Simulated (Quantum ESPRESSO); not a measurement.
# MoSe (Pm-3m) in Quantum ESPRESSO: convergence with wavefunction cutoff

Aim: find how far wavefunction cutoff must go before the results for MoSe settle, at LDA. This setting moves, with any that are tied to it; all else stays.

Program: Quantum ESPRESSO 7.5. These are calculated values, not measurements. Logs are shortened: lines on timing, memory, paths and dates and some standing lists are left out, and cuts for length are marked.

### Step 1. Starting point

It takes space group Pm-3m (No. 221, cubic). The conventional cell has a = 3.500 Å, b = 3.500 Å, c = 3.500 Å, α = 90.00°, β = 90.00°, γ = 90.00°. Mo (site symmetry m-3m) is surrounded by 8 Se at 3.03 Å. Se (site symmetry m-3m) is surrounded by 8 Mo at 3.03 Å.

The cell was built by a generator and needn't be a form met in nature.

### Step 2. With wavefunction cutoff 18 Ry

pw.in reads:

```
&CONTROL
  calculation = 'scf'
  prefix = 'pwscf'
  outdir = './tmp'
  pseudo_dir = './pseudo'
  tprnfor = .true.
  tstress = .true.
  disk_io = 'nowf'
/
&SYSTEM
  ibrav = 0
  nat = 2
  ntyp = 2
  ecutwfc = 18
  ecutrho = 360
  nbnd = 16
  occupations = 'smearing'
  smearing = 'gaussian'
  degauss = 0.00367493
/
&ELECTRONS
  conv_thr = 4d-10
  electron_maxstep = 120
  mixing_beta = 0.5
/
ATOMIC_SPECIES
Mo    95.9500 mo_lda_v1.uspp.F.UPF
Se    78.9710 se_lda_v1.uspp.F.UPF
CELL_PARAMETERS angstrom
   3.5002295900    0.0000000000    0.0000000000
   0.0000000000    3.5002295900    0.0000000000
   0.0000000000    0.0000000000    3.5002295900
ATOMIC_POSITIONS crystal
Mo     0.0000000000    0.0000000000    0.0000000000
Se     0.5000000000    0.5000000000    0.5000000000
K_POINTS automatic
8 8 8 0 0 0
```

Potentials or basis: GBRV 1.5 LDA.

Launch:

```sh
> OMP_NUM_THREADS=1 pw.x -in pw.in > pw.out
```

pw.out:

```text
This program is part of the open-source Quantum ESPRESSO suite
     for quantum simulation of materials; please cite
[... 9 lines left out ...]
     --------------------
     sticks:   dense  smooth     PW     G-vecs:    dense   smooth      PW
     Sum        1245     241     89                33371     2945     619

     Using Slab Decomposition

     bravais-lattice index     =            0
     lattice parameter (alat)  =       6.6145  a.u.
     unit-cell volume          =     289.3918 (a.u.)^3
     number of atoms/cell      =            2
     number of atomic types    =            2
     number of electrons       =        20.00
     number of Kohn-Sham states=           16
     kinetic-energy cutoff     =      18.0000  Ry
     charge density cutoff     =     360.0000  Ry
     scf convergence threshold =      4.0E-10
     mixing beta               =       0.5000
     number of iterations used =            8  plain     mixing
     Exchange-correlation= SLA  PZ   NOGX NOGC
                           (   1   1   0   0   0   0   0)

     celldm(1)=   6.614475  celldm(2)=   0.000000  celldm(3)=   0.000000
     celldm(4)=   0.000000  celldm(5)=   0.000000  celldm(6)=   0.000000

     crystal axes: (cart. coord. in units of alat)
               a(1) = (   1.000000   0.000000   0.000000 )
               a(2) = (   0.000000   1.000000   0.000000 )
               a(3) = (   0.000000   0.000000   1.000000 )

     reciprocal axes: (cart. coord. in units 2 pi/alat)
               b(1) = (  1.000000  0.000000  0.000000 )
               b(2) = (  0.000000  1.000000  0.000000 )
               b(3) = (  0.000000  0.000000  1.000000 )

     PseudoPot. # 1 for Mo read from file:
     mo_lda_v1.uspp.F.UPF
     Pseudo is Ultrasoft + core correction, Zval = 14.0
     Generated by new atomic code, or converted to UPF format
     Using radial grid of  889 points,  6 beta functions with:
                l(1) =   0
                l(2) =   0
                l(3) =   1
[... 36 lines left out ...]
        k(    3) = (   0.0000000   0.0000000   0.2500000), wk =   0.0234375
        k(    4) = (   0.0000000   0.0000000   0.3750000), wk =   0.0234375
        k(    5) = (   0.0000000   0.0000000  -0.5000000), wk =   0.0117188
        k(    6) = (   0.0000000   0.1250000   0.1250000), wk =   0.0468750
[... 27 lines left out ...]
        k(   34) = (   0.3750000  -0.5000000  -0.5000000), wk =   0.0234375
        k(   35) = (  -0.5000000  -0.5000000  -0.5000000), wk =   0.0039062

     Dense  grid:    33371 G-vectors     FFT dimensions: (  40,  40,  40)

     Smooth grid:     2945 G-vectors     FFT dimensions: (  18,  18,  18)

     Initial potential from superposition of free atoms

     starting charge      19.9991, renormalised to      20.0000

     negative rho (up, down):  4.047E-05 0.000E+00
     Starting wfcs are   17 randomized atomic wfcs

     Self-consistent Calculation

     iteration #  1     ecut=    18.00 Ry     beta= 0.50
     Davidson diagonalization with overlap
     ethr =  1.00E-02,  avg # of iterations =  2.9

     Threshold (ethr) on eigenvalues was too large:
     Diagonalizing with lowered threshold

     Davidson diagonalization with overlap
     ethr =  1.19E-04,  avg # of iterations =  3.3

     total energy              =    -182.51490766 Ry
     estimated scf accuracy    <       0.02255282 Ry
[... 50 lines left out ...]
     iteration #  9     ecut=    18.00 Ry     beta= 0.50
     Davidson diagonalization with overlap
     ethr =  8.29E-12,  avg # of iterations =  1.3

     End of self-consistent calculation

          k = 0.0000 0.0000 0.0000 (   365 PWs)   bands (ev):

   -49.8951 -23.9343 -23.9343 -23.9343  -3.1988   9.1083   9.1083   9.6032
     9.6032   9.6032  11.6136  11.6136  11.6136  11.8321  19.6607  19.6607
[... 163 lines left out ...]
   -49.8820 -23.9997 -23.9997 -23.9872  -1.3202   6.0035   6.0035   6.3465
    11.6691  12.5993  12.6781  12.6781  13.8048  14.3166  15.4956  15.4956

          k =-0.5000-0.5000-0.5000 (   360 PWs)   bands (ev):

   -49.8812 -23.9985 -23.9985 -23.9985  -1.1919   5.9236   5.9236   5.9236
    12.6081  12.6081  13.9586  13.9586  13.9586  13.9860  13.9860  13.9860

     the Fermi energy is    11.2177 ev

!    total energy              =    -182.52322926 Ry
     estimated scf accuracy    <          1.2E-11 Ry
     smearing contrib. (-TS)   =      -0.00038841 Ry
     internal energy E=F+TS    =    -182.52284086 Ry

     The total energy is F=E-TS. E is the sum of the following terms:
     one-electron contribution =     -44.23544029 Ry
     hartree contribution      =      29.72028844 Ry
     xc contribution           =     -48.12240371 Ry
     ewald contribution        =    -119.88528529 Ry

     convergence has been achieved in   9 iterations

     Forces acting on atoms (cartesian axes, Ry/au):

     atom    1 type  1   force =     0.00000000    0.00000000    0.00000000
     atom    2 type  2   force =     0.00000000    0.00000000    0.00000000

     Total force =     0.000000     Total SCF correction =     0.000000

     Computing stress (Cartesian axis) and pressure

          total   stress  (Ry/bohr**3)                   (kbar)     P=     -338.37
  -0.00230018   0.00000000   0.00000000         -338.37        0.00        0.00
   0.00000000  -0.00230018   0.00000000            0.00     -338.37        0.00
   0.00000000   0.00000000  -0.00230018            0.00        0.00     -338.37

=------------------------------------------------------------------------------=
   JOB DONE.
=------------------------------------------------------------------------------=
```

Run time: 8.2 s. Hardware: 1 thread of Arm Neoverse V2, shared host; peak memory 0.14 GiB.

Results:

```
Free energy            : -2483.3550 eV
Pressure               : -33.8 GPa
Band gap on the k mesh : none (metal or under the smearing width)
```

### Step 3. With wavefunction cutoff 22 Ry

pw.in, as its differences from that of step 2:

```diff
@@ -13,3 +13,3 @@
   ntyp = 2
-  ecutwfc = 18
+  ecutwfc = 22
   ecutrho = 360
```

Potentials or basis: GBRV 1.5 LDA.

Launch:

```sh
> OMP_NUM_THREADS=1 pw.x -in pw.in > pw.out
```

It took 7.4 s on 1 thread of Arm Neoverse V2, shared host; peak memory 0.15 GiB.

Results:

- Free energy: -2483.4506 eV
- Pressure: -33.9 GPa
- Band gap on the k mesh: none (metal or under the smearing width)

### Step 4. With wavefunction cutoff 27 Ry

pw.in, as its differences from that of step 3:

```diff
@@ -13,3 +13,3 @@
   ntyp = 2
-  ecutwfc = 22
+  ecutwfc = 27
   ecutrho = 360
```

Launch:

```sh
> OMP_NUM_THREADS=1 pw.x -in pw.in > pw.out
```

It took 9.5 s on 1 thread of Arm Neoverse V2, shared host; peak memory 0.15 GiB.

What came out:

* Free energy: -2483.6111 eV
* Pressure: -34.0 GPa
* Band gap on the k mesh: none (metal or under the smearing width)

### Step 5. With wavefunction cutoff 31 Ry

pw.in, as its differences from that of step 4:

```diff
@@ -13,3 +13,3 @@
   ntyp = 2
-  ecutwfc = 27
+  ecutwfc = 31
   ecutrho = 360
```

Launch:

```sh
> OMP_NUM_THREADS=1 pw.x -in pw.in > pw.out
```

It took 11 s on 1 thread of Arm Neoverse V2, shared host; peak memory 0.15 GiB.

What came out:

```
Free energy            : -2483.6768 eV
Pressure               : -32.9 GPa
Band gap on the k mesh : none (metal or under the smearing width)
```

### Step 6. With wavefunction cutoff 36 Ry

pw.in, as its differences from that of step 5:

```diff
@@ -13,3 +13,3 @@
   ntyp = 2
-  ecutwfc = 31
+  ecutwfc = 36
   ecutrho = 360
```

Potentials or basis: GBRV 1.5 LDA.

Launch:

```sh
> OMP_NUM_THREADS=1 pw.x -in pw.in > pw.out
```

Wall time 11 s (1 thread of Arm Neoverse V2, shared host); peak memory 0.15 GiB.

It converged, with:

```yaml
Free_energy: -2483.6930 eV
Pressure: -32.3 GPa
Band_gap_on_the_k_mesh: none (metal or under the smearing width)
```

### Step 7. With wavefunction cutoff 40 Ry

pw.in, as its differences from that of step 6:

```diff
@@ -13,3 +13,3 @@
   ntyp = 2
-  ecutwfc = 36
+  ecutwfc = 40
   ecutrho = 360
```

Launch:

```sh
> OMP_NUM_THREADS=1 pw.x -in pw.in > pw.out
```

Wall time 13 s (1 thread of Arm Neoverse V2, shared host); peak memory 0.15 GiB.

Results (log left out):

```yaml
Free_energy: -2483.6950 eV
Pressure: -32.4 GPa
Band_gap_on_the_k_mesh: none (metal or under the smearing width)
```

### Step 8. With wavefunction cutoff 45 Ry

pw.in, as its differences from that of step 7:

```diff
@@ -13,3 +13,3 @@
   ntyp = 2
-  ecutwfc = 40
+  ecutwfc = 45
   ecutrho = 360
```

Launch:

```sh
> OMP_NUM_THREADS=1 pw.x -in pw.in > pw.out
```

Run time: 16 s. Hardware: 1 thread of Arm Neoverse V2, shared host; peak memory 0.15 GiB.

Results (log left out):

```yaml
Free_energy: -2483.7017 eV
Pressure: -32.4 GPa
Band_gap_on_the_k_mesh: none (metal or under the smearing width)
```

### Step 9. With wavefunction cutoff 54 Ry

pw.in, as its differences from that of step 8:

```diff
@@ -13,4 +13,4 @@
   ntyp = 2
-  ecutwfc = 45
-  ecutrho = 360
+  ecutwfc = 54
+  ecutrho = 432
   nbnd = 16
```

Potentials or basis: GBRV 1.5 LDA.

Launch:

```sh
> OMP_NUM_THREADS=1 pw.x -in pw.in > pw.out
```

Wall time 18 s (1 thread of Arm Neoverse V2, shared host); peak memory 0.2 GiB.

The run converged. Its results:

```
Free energy            : -2483.7108 eV
Pressure               : -32.3 GPa
Band gap on the k mesh : none (metal or under the smearing width)
```

### Step 10. With wavefunction cutoff 68 Ry

pw.in, as its differences from that of step 9:

```diff
@@ -13,4 +13,4 @@
   ntyp = 2
-  ecutwfc = 54
-  ecutrho = 432
+  ecutwfc = 68
+  ecutrho = 544
   nbnd = 16
```

Launch:

```sh
> OMP_NUM_THREADS=1 pw.x -in pw.in > pw.out
```

It took 29 s on 1 thread of Arm Neoverse V2, shared host; peak memory 0.27 GiB.

Results (log left out):

- Free energy: -2483.7128 eV
- Pressure: -32.3 GPa
- Band gap on the k mesh: none (metal or under the smearing width)

### Step 11. Summary

```
wavefunction cutoff  energy less the tightest run, at zero smearing (meV/atom)  pressure (GPa)  SCF cycles  CPU time (s)  peak memory (GiB)
              18 Ry                                                     178.85          -33.84           9           8.2               0.14
              22 Ry                                                     131.08          -33.94           8           7.4               0.15
              27 Ry                                                      50.81          -33.98           8           9.5               0.15
              31 Ry                                                      18.00          -32.93           9            11               0.15
              36 Ry                                                       9.90          -32.33           8            11               0.15
              40 Ry                                                       8.90          -32.36           8            13               0.15
              45 Ry                                                       5.54          -32.44           9            16               0.15
              54 Ry                                                       0.99          -32.31           9            18                0.2
              68 Ry                                                       0.00          -32.30           9            29               0.27
```

Against the tightest run, the energy stays within 1 meV/atom from 54 Ry on; the pressure stays within 0.1 GPa from 54 Ry on. The tightest run that finished is the yardstick and may itself not be fully converged.

Caveats: a pressure of tens of GPa on the cell as given is suspect, and the run, the potentials or the cell itself is likely at fault.
